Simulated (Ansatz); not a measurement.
# SnO: a single-point run

The task is a single-point run on SnO. The structure is shown as the input types it. The cell is built on a prototype (CsCl type) and needn't be the phase found in nature.

Method: density functional or hybrid calculation with the settings of its input, plane waves (as first typed), in Ansatz 0.2.0.

1 further run of the same task is left out (it didn't finish).

### 1 The starting structure

It takes space group Pm-3m (No. 221, cubic). The conventional cell has a = 3.103 Å, b = 3.103 Å, c = 3.103 Å, α = 90.00°, β = 90.00°, γ = 90.00°. Sn (site symmetry m-3m) has 8 O at 2.69 Å as nearest neighbours. Around O (site symmetry m-3m) lie 8 Sn at 2.69 Å.

As a file:

```cif
data_structure
_symmetry_space_group_name_H-M 'Pm-3m'
_symmetry_Int_Tables_number 221
_cell_length_a 3.1034
_cell_length_b 3.1034
_cell_length_c 3.1034
_cell_angle_alpha 90.000
_cell_angle_beta 90.000
_cell_angle_gamma 90.000
_cell_volume 29.89
loop_
_atom_site_label
_atom_site_type_symbol
_atom_site_symmetry_multiplicity
_atom_site_Wyckoff_symbol
_atom_site_fract_x
_atom_site_fract_y
_atom_site_fract_z
_atom_site_occupancy
Sn1 Sn 1 a 0.00000 0.00000 0.00000 1
O1 O 1 b 0.50000 0.50000 0.50000 1
```

### 2 Input and run

input.yaml

```yaml
crystal:
  lattice:
    - [3.1034067823, 0.0, 0.0]
    - [0.0, 3.1034067823, 0.0]
    - [0.0, 0.0, 3.1034067823]
  atoms:
    - { symbol: Sn, position: [0.0, 0.0, 0.0] }
    - { symbol: O, position: [0.5, 0.5, 0.5] }
kpoints:
  mp_grid: { grid: [6, 6, 6] }
hamiltonian:
  xc: r2scan
scf:
  occupations: { method: methfessel_paxton, width: 4 }
  n_extra_bands: 4
output:
  forces: true
  stress: true
  eigenvalues: true
```

On the command line:

```console
ansatz run input.yaml --threads 4 --pin off --max-ram 3686MiB --backend cpu --events-out ev --progress --plain --runs-dir out
```

**Question.** How will this run end, and is anything wrong with its input?

This run ends as converged. Convergence says nothing about whether the input makes sense.

The suspect setting: scf.occupations.method is methfessel_paxton; scf.occupations.width is 4. Occupations are smeared over electronvolts, wider than many features of the bands.

To check: delete scf.occupations.width (the default then holds) and set scf.occupations.method to fixed.
